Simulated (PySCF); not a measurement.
# How the numerical set-up moves the result for BeC (triplet)

The method stays; parts of the set-up, such as the basis or the Hamiltonian, are changed.

Computed with PySCF 2.14.0. Level: each script names its method and basis.

3 further runs of the same task are left out: 3 that didn't finish.

## 1. The starting structure

BeC (triplet): 2 atoms, charge 0, spin multiplicity 3.

Bond lengths: Be1–C2 1.670 Å.

## 2. The run that the others are compared with

The input, input.py:

```python
from pyscf import gto, dft
from pyscf.geomopt.geometric_solver import optimize

mol = gto.M(
    atom='Be 0 0 0; C 0 0 1.67',
    basis='6-31+g*',
    charge=0,
    spin=2,
    verbose=4,
)
mf = dft.UKS(mol, xc='m062x')
mf.kernel()
g = mf.nuc_grad_method()
g.grid_response = True
mol_eq = optimize(g.as_scanner(), maxsteps=30)
print('optimised geometry (angstrom)')
print(mol_eq.tostring('raw'))
print('orbital energies (hartree):', [e[max(0, n-3):n+3].round(4) for e, n in zip(mf.mo_energy, mol.nelec)])
```

On the command line:

```console
OMP_NUM_THREADS=1 python input.py
```

Its log is not repeated here.

Base result: at the starting geometry E(SCF) = -52.560392 Eh, ⟨S²⟩ = 2.130, optimised bond 1.660 Å in 3 steps; the optimisation lowers the energy by 0.001 eV.

The triplet is typed in the script; nothing here shows that it is the ground state.

## 3. Spin-free X2C on

Variant 1 changes spin-free X2C: off → on.

The input, input.py:

```python
from pyscf import gto, dft
from pyscf.geomopt.geometric_solver import optimize

mol = gto.M(
    atom='Be 0 0 0; C 0 0 1.67',
    basis='6-31+g*',
    charge=0,
    spin=2,
    verbose=4,
)
mf = dft.UKS(mol, xc='m062x')
mf = mf.sfx2c1e()
mf.kernel()
g = mf.nuc_grad_method()
g.grid_response = True
mol_eq = optimize(g.as_scanner(), maxsteps=30)
print('optimised geometry (angstrom)')
print(mol_eq.tostring('raw'))
print('orbital energies (hartree):', [e[max(0, n-3):n+3].round(4) for e, n in zip(mf.mo_energy, mol.nelec)])
```

On the command line:

```console
OMP_NUM_THREADS=1 python input.py
```

## 4. Jorge-dzp

Variant 2 changes basis set: 6-31+g* → jorge-dzp.

input.py: that of step 2 with these lines changed.

```diff
@@ -5,3 +5,3 @@
     atom='Be 0 0 0; C 0 0 1.67',
-    basis='6-31+g*',
+    basis='jorge-dzp',
     charge=0,
```

## 5. Density fitting def2-universal-jkfit

Variant 3 changes density fitting: none → def2-universal-jkfit.

input.py: that of step 2 with these lines changed.

```diff
@@ -11,2 +11,3 @@
 mf = dft.UKS(mol, xc='m062x')
+mf = mf.density_fit(auxbasis='def2-universal-jkfit')
 mf.kernel()
```

## 6. Cc-pcvdz

Variant 4 changes basis set: 6-31+g* → cc-pcvdz.

input.py: that of step 2 with these lines changed.

```diff
@@ -5,3 +5,3 @@
     atom='Be 0 0 0; C 0 0 1.67',
-    basis='6-31+g*',
+    basis='cc-pcvdz',
     charge=0,
```

## 7. 6-31g

Variant 5 changes basis set: 6-31+g* → 6-31g.

input.py: that of step 2 with these lines changed.

```diff
@@ -5,3 +5,3 @@
     atom='Be 0 0 0; C 0 0 1.67',
-    basis='6-31+g*',
+    basis='6-31g',
     charge=0,
```

## 8. Integration grid 4

Variant 6 changes integration grid: default → 4.

input.py: that of step 2 with these lines changed.

```diff
@@ -11,2 +11,3 @@
 mf = dft.UKS(mol, xc='m062x')
+mf.grids.level = 4
 mf.kernel()
```

Before running it: what results should come out? Wanted: for each run, E(SCF); from base; gap, α spin; after the SCF.

**Answer**, as computed:

| run | E(SCF) (hartree) | from base (eV) | cycles | gap, α spin (eV) | functions | after the SCF |
| --- | --- | --- | --- | --- | --- | --- |
| base | -52.560392 | 0 | 19 | 4.60 | 36 | bond 1.660 Å, -0.001 eV |
| spin-free X2C on | -52.577177 | -0.4567 | 20 | 4.60 | 36 | bond 1.660 Å, -0.001 eV |
| jorge-dzp | -52.567154 | -0.1840 | 15 | 4.63 | 30 | bond 1.671 Å, 0.000 eV |
| density fitting def2-universal-jkfit | -52.560389 | +0.0001 | 19 | 4.60 | 36 | bond 1.660 Å, -0.001 eV |
| cc-pcvdz | -52.566424 | -0.1641 | 16 | 4.62 | 36 | bond 1.663 Å, 0.000 eV |
| 6-31g | -52.546129 | +0.3881 | 15 | 4.67 | 18 | bond 1.682 Å, -0.001 eV |
| integration grid 4 | -52.560401 | -0.0002 | 19 | 4.60 | 36 | bond 1.660 Å, -0.001 eV |

SCF columns refer to the geometry typed in the script.

What this shows: Of the runs whose energies can be compared, “spin-free X2C on” moves the SCF energy most (-0.457 eV). Scalar relativity lowers the total energy by 0.46 eV, nearly all of it in the inner shells; a basis contracted without relativity catches only part of it. jorge-dzp (30 functions) gives an energy 0.18 eV lower than 6-31+g* (36); size alone doesn't order basis sets of different families. cc-pcvdz (36 functions) gives an energy 0.16 eV lower than 6-31+g* (36). 6-31g (18 functions) gives an energy 0.39 eV higher than 6-31+g* (36).
